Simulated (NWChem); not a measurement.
# A workflow on the pair CHClFN···H2

Aim: the energy (singlet CH3ClFN, M06-2X-D3(0)/6-31G*), then the energy (singlet CHClFN, M06-2X-D3(0)/6-31G*), then a single-point energy (singlet H2, M06-2X-D3(0)/6-31G*), then the energy (singlet CHClFN, M06-2X-D3(0)/6-31G*), then a single-point energy (singlet H2, M06-2X-D3(0)/6-31G*) of CH3ClFN and its partners. 

Program for the calculation: NWChem 7.3.0.

**1. The structure to begin with**

CH3ClFN has 7 atoms, charge 0, and is taken as a singlet. The two molecules were placed rigidly side by side, at 0.85 times their contact distance; the pair isn't optimised.

Bond lengths: N1–C2 1.237 Å, C2–F3 1.314 Å, C2–Cl4 1.729 Å, N1–H5 1.013 Å, H6–H7 0.746 Å. Angles: N1–C2–F3 121.4°, N1–C2–Cl4 128.7°, F3–C2–Cl4 110.0°, C2–N1–H5 112.7°.

**2. A single-point energy at M06-2X-D3(0)/6-31G(d) (spherical functions) (run 1)**

File ch3clfn.nw:

```
start ch3clfn
title "CH3ClFN"
memory 2200 mb

geometry units angstroms noautosym nocenter noautoz
  N      0.311140     0.955220     0.282700
  C      0.127940    -0.259880     0.136800
  F      0.800340    -1.142680     0.840400
  Cl    -0.963460    -1.066980    -0.934900
  H     -0.275960     1.514320    -0.325000
  H     -1.573130     1.751020     1.490730
  H     -2.318560     1.726420     1.469350
end

basis spherical bse
  * library 6-31G*
end

dft
  xc m06-2x
  disp vdw 3
  grid fine
  convergence energy 1e-08
  maxiter 100
  mulliken
  print low
end

task dft energy
```

Command:

```console
$ nwchem ch3clfn.nw > ch3clfn.out
```

The program printed, cut to the lines that bear on the results:

```text
[...]
 d= 0,ls=0.0,diis     1   -654.3851197564 -8.19D+02  1.95D-02  1.11D+00     1.4
[...]
 d= 0,ls=0.0,diis    11   -654.5243431372 -5.98D-09  6.67D-07  1.44D-09    11.9
         Total DFT energy =     -654.524343137176
      One electron energy =    -1228.949878784093
           Coulomb energy =      461.603862023468
    Exchange-Corr. energy =      -52.042259576622
 Nuclear repulsion energy =      164.863994502213
    Dispersion correction =       -0.000061302143
[...]
      Total Density - Mulliken Population Analysis
     ---------------------------------------------
    Atom       Charge   Shell Charges
 -----------   ------   -------------------------------------------------------
    1 N    7     7.51   2.00  0.80  2.42  0.89  1.37  0.04
    2 C    6     5.60   2.00  0.69  1.89  0.35  0.57  0.12
    3 F    9     9.25   2.00  0.94  3.29  1.02  1.98  0.02
    4 Cl  17    16.98   2.00  2.00  5.98  1.40  3.61  0.53  1.43  0.03
    5 H    1     0.65   0.50  0.15
    6 H    1     1.00   0.52  0.48
    7 H    1     1.01   0.53  0.48
[...]
```

Wall time 13 s (1 thread of Intel Xeon Platinum 8488C (Sapphire Rapids), shared host); peak memory 0.12 GiB.

**3. CHClFN: a single-point energy at M06-2X-D3(0)/6-31G(d) (spherical functions) (run 2)**

File chclfn.nw:

```
start chclfn
memory 2200 mb
charge 0

geometry noautosym nocenter noautoz
 N     0.311140    0.955220    0.282700
 C     0.127940   -0.259880    0.136800
 F     0.800340   -1.142680    0.840400
 Cl   -0.963460   -1.066980   -0.934900
 H    -0.275960    1.514320   -0.325000
end

basis spherical bse
 N library 6-31G*
 C library 6-31G*
 F library 6-31G*
 Cl library 6-31G*
 H library 6-31G*
end

dft
 xc m06-2x
 disp vdw 3
 grid fine
 convergence energy 1e-08
 maxiter 100
 mulliken
 noprint "final vectors analysis"
end

task dft energy
```

Command:

```console
$ nwchem chclfn.nw > chclfn.out
```

The program printed, cut to the lines that bear on the results:

```text
[...]
          Wavefunction type:  closed shell.
          No. of atoms     :     5
          No. of electrons :    40
[...]
          Charge           :     0
          Spin multiplicity:     1
[...]
          AO basis - number of functions:    62
[...]
              XC Information
              --------------
                       M06-2X Method XC Functional
                     Hartree-Fock (Exact) Exchange  0.540
                        M06-2X Exchange Functional  1.000
                      M06-2X Correlation Potential  1.000
[...]
 d= 0,ls=0.0,diis     1   -653.2228471752 -8.05D+02  2.06D-02  1.11D+00     1.2
[...]
 d= 0,ls=0.0,diis    11   -653.3606547991 -5.76D-09  7.14D-07  1.49D-09     9.4
         Total DFT energy =     -653.360654799147
      One electron energy =    -1201.983282342816
           Coulomb energy =      448.090161430805
    Exchange-Corr. energy =      -51.348688768607
 Nuclear repulsion energy =      151.881161954921
    Dispersion correction =       -0.000007073449
[...]
      Total Density - Mulliken Population Analysis
     ---------------------------------------------
    Atom       Charge   Shell Charges
 -----------   ------   -------------------------------------------------------
    1 N    7     7.51   2.00  0.80  2.42  0.89  1.37  0.04
    2 C    6     5.60   2.00  0.69  1.89  0.35  0.57  0.12
    3 F    9     9.25   2.00  0.94  3.29  1.02  1.99  0.02
    4 Cl  17    16.98   2.00  2.00  5.98  1.40  3.61  0.53  1.44  0.03
    5 H    1     0.65   0.50  0.15
[...]
```

Run time: 10 s. Hardware: 1 thread of Intel Xeon Platinum 8488C (Sapphire Rapids), shared host; peak memory 0.11 GiB.

**4. H2: the energy at M06-2X-D3(0)/6-31G(d) (spherical functions) (run 3)**

File sp.nw:

```
start sp
memory stack 880 mb heap 220 mb global 1100 mb

geometry units angstroms noautosym nocenter noautoz
H       -1.573130       1.751020       1.490730
H       -2.318560       1.726420       1.469350
end

basis "ao basis" spherical bse
H library 6-31G*
end

dft
xc m06-2x
disp vdw 3
grid fine
convergence energy 1e-08
iterations 100
mulliken
noprint "final vectors analysis"
end

task dft energy
```

Command:

```console
$ nwchem sp.nw > sp.out
```

The program printed, cut to the lines that bear on the results:

```text
[...]
          Wavefunction type:  closed shell.
          No. of atoms     :     2
          No. of electrons :     2
[...]
          Charge           :     0
          Spin multiplicity:     1
[...]
          AO basis - number of functions:     4
[...]
              XC Information
              --------------
                       M06-2X Method XC Functional
                     Hartree-Fock (Exact) Exchange  0.540
                        M06-2X Exchange Functional  1.000
                      M06-2X Correlation Potential  1.000
[...]
 d= 0,ls=0.0,diis     1     -1.1617913643 -1.87D+00  1.85D-02  9.05D-03     0.2
[...]
  Singularity in Pulay matrix. Error and Fock matrices removed.
 d= 0,ls=0.0,diis     3     -1.1636552360  5.59D-05  6.70D-05  1.51D-07     0.2
  Singularity in Pulay matrix. Error and Fock matrices removed.
 d= 0,ls=0.0,diis     4     -1.1636552677 -3.17D-08  6.06D-06  1.04D-09     0.3
  Singularity in Pulay matrix. Error and Fock matrices removed.
 d= 0,ls=0.0,diis     5     -1.1636552680 -2.19D-10  1.36D-10  4.85D-19     0.3
         Total DFT energy =       -1.163655267969
      One electron energy =       -2.488244462759
           Coulomb energy =        1.304987010623
    Exchange-Corr. energy =       -0.689615529049
 Nuclear repulsion energy =        0.709217713240
    Dispersion correction =       -0.000000000023
[...]
      Total Density - Mulliken Population Analysis
     ---------------------------------------------
    Atom       Charge   Shell Charges
 -----------   ------   -------------------------------------------------------
    1 H    1     1.00   0.53  0.47
    2 H    1     1.00   0.53  0.47
[...]
```

Run time: 0.93 s. Hardware: 1 thread of Intel Xeon Platinum 8488C (Sapphire Rapids), shared host; peak memory 0.11 GiB.

**5. CHClFN among ghost functions: the energy at M06-2X-D3(0)/6-31G(d) (spherical functions, with ghost functions) (run 4)**

File chclfn.nw:

```
echo
START chclfn
memory total 2200 mb
charge 0
GEOMETRY units angstrom noautosym nocenter noautoz
N        0.311140       0.955220       0.282700
C        0.127940      -0.259880       0.136800
F        0.800340      -1.142680       0.840400
Cl      -0.963460      -1.066980      -0.934900
H       -0.275960       1.514320      -0.325000
bqH     -1.573130     1.751020     1.490730
bqH     -2.318560     1.726420     1.469350
END
BASIS spherical bse
N library 6-31G*
C library 6-31G*
F library 6-31G*
Cl library 6-31G*
H library 6-31G*
bqH library H 6-31G*
END
DFT
xc m06-2x
disp vdw 3
grid fine
convergence energy 1e-08
iterations 100
mulliken
print low
END
TASK dft
```

Command:

```console
$ nwchem chclfn.nw > chclfn.out
```

The program printed, cut to the lines that bear on the results:

```text
[...]
 d= 0,ls=0.0,diis     1   -653.2235494318 -8.05D+02  1.94D-02  1.11D+00     1.4
[...]
 d= 0,ls=0.0,diis    11   -653.3613602057 -5.79D-09  6.80D-07  1.55D-09    11.7
         Total DFT energy =     -653.361360205688
      One electron energy =    -1201.956453985986
           Coulomb energy =      448.060242821919
    Exchange-Corr. energy =      -51.346303923093
 Nuclear repulsion energy =      151.881161954921
    Dispersion correction =       -0.000007073449
[...]
      Total Density - Mulliken Population Analysis
     ---------------------------------------------
    Atom       Charge   Shell Charges
 -----------   ------   -------------------------------------------------------
    1 N    7     7.51   2.00  0.80  2.42  0.89  1.36  0.04
    2 C    6     5.60   2.00  0.69  1.89  0.35  0.57  0.12
    3 F    9     9.25   2.00  0.94  3.29  1.02  1.98  0.02
    4 Cl  17    16.98   2.00  2.00  5.98  1.40  3.61  0.53  1.44  0.03
    5 H    1     0.65   0.50  0.15
    6 X    0     0.01  -0.00  0.01
    7 X    0     0.00  -0.00  0.00
[...]
```

It took 13 s on 1 thread of Intel Xeon Platinum 8488C (Sapphire Rapids), shared host; peak memory 0.12 GiB.

**6. H2 among ghost functions: the energy at M06-2X-D3(0)/6-31G(d) (spherical functions, with ghost functions) (run 5)**

File geom.nw:

```
start geom
memory 2200 mb
charge 0

geometry noautosym nocenter noautoz
   H     -1.573130     1.751020     1.490730
   H     -2.318560     1.726420     1.469350
   bqN      0.311140     0.955220     0.282700
   bqC      0.127940    -0.259880     0.136800
   bqF      0.800340    -1.142680     0.840400
   bqCl    -0.963460    -1.066980    -0.934900
   bqH     -0.275960     1.514320    -0.325000
end

basis "ao basis" spherical bse
   H library 6-31G*
   bqN library N 6-31G*
   bqC library C 6-31G*
   bqF library F 6-31G*
   bqCl library Cl 6-31G*
   bqH library H 6-31G*
end

dft
   xc m06-2x
   disp vdw 3
   grid fine
   convergence energy 1e-08
   maxiter 100
   mulliken
   print low
end

task dft energy
```

Command:

```console
$ nwchem geom.nw > geom.out
```

The program printed, cut to the lines that bear on the results:

```text
[...]
 d= 0,ls=0.0,diis     1     -1.1619050481 -1.87D+00  1.13D-03  9.27D-03     1.0
[...]
 d= 0,ls=0.0,diis     6     -1.1637569783 -2.97D-10  2.36D-08  1.12D-12     5.5
         Total DFT energy =       -1.163756978321
      One electron energy =       -2.487838112793
           Coulomb energy =        1.304029222503
    Exchange-Corr. energy =       -0.689165801247
 Nuclear repulsion energy =        0.709217713240
    Dispersion correction =       -0.000000000023
[...]
      Total Density - Mulliken Population Analysis
     ---------------------------------------------
    Atom       Charge   Shell Charges
 -----------   ------   -------------------------------------------------------
    1 H    1     1.00   0.53  0.47
    2 H    1     1.00   0.53  0.47
    3 X    0    -0.00   0.00  0.00  0.00 -0.00 -0.00 -0.00
    4 X    0     0.00  -0.00 -0.00  0.00  0.00  0.00  0.00
    5 X    0    -0.00   0.00  0.00  0.00 -0.00 -0.00 -0.00
    6 X    0     0.00  -0.00 -0.00  0.00 -0.00 -0.00  0.00  0.00  0.00
    7 X    0     0.00   0.00  0.00
[...]
```

Wall time 6.3 s (1 thread of Intel Xeon Platinum 8488C (Sapphire Rapids), shared host); peak memory 0.12 GiB.

**7. What came out**

| quantity | value |
| --- | --- |
| run 1, M06-2X-D3(0)/6-31G*: total energy | -654.52434 Eh |
| run 1, M06-2X-D3(0)/6-31G*: dispersion energy | -0.16 kJ/mol |
| CHClFN: total energy | -653.36065 Eh |
| CHClFN: dipole moment | 1.69 D |
| CHClFN: dispersion energy | -0.02 kJ/mol |
| H2: total energy | -1.16366 Eh |
| H2: dipole moment | 0.00 D |
| H2: dispersion energy | 0.00 kJ/mol |
| CHClFN among ghost functions: total energy | -653.36136 Eh |
| CHClFN among ghost functions: dispersion energy | -0.02 kJ/mol |
| H2 among ghost functions: total energy | -1.16376 Eh |
| H2 among ghost functions: dispersion energy | 0.00 kJ/mol |
| interaction energy of the rigid parts CHClFN and H2 (parts in their own basis; closest atoms 2.24 Å apart) | -0.001 eV |
| interaction energy of the rigid parts CHClFN and H2 (parts in the whole basis, counterpoise; closest atoms 2.24 Å apart) | 0.021 eV |

**Reading.** The interaction energy of the rigid parts CHClFN and H2 (parts in their own basis; closest atoms 2.24 Å apart) is −0.00 eV (−0.0 kcal/mol). Without counterpoise this holds the superposition error of the basis. The interaction energy of the rigid parts CHClFN and H2 (parts in the whole basis, counterpoise; closest atoms 2.24 Å apart) is 0.02 eV (0.5 kcal/mol): the parts repel at this shape. The basis-set superposition error is 2.1 kJ/mol. It is larger than the uncorrected attraction, which is thus an artefact of the basis. Mulliken charges (run 1, M06-2X-D3(0)/6-31G*) run from -0.51 on N1 to +0.40 on C2.
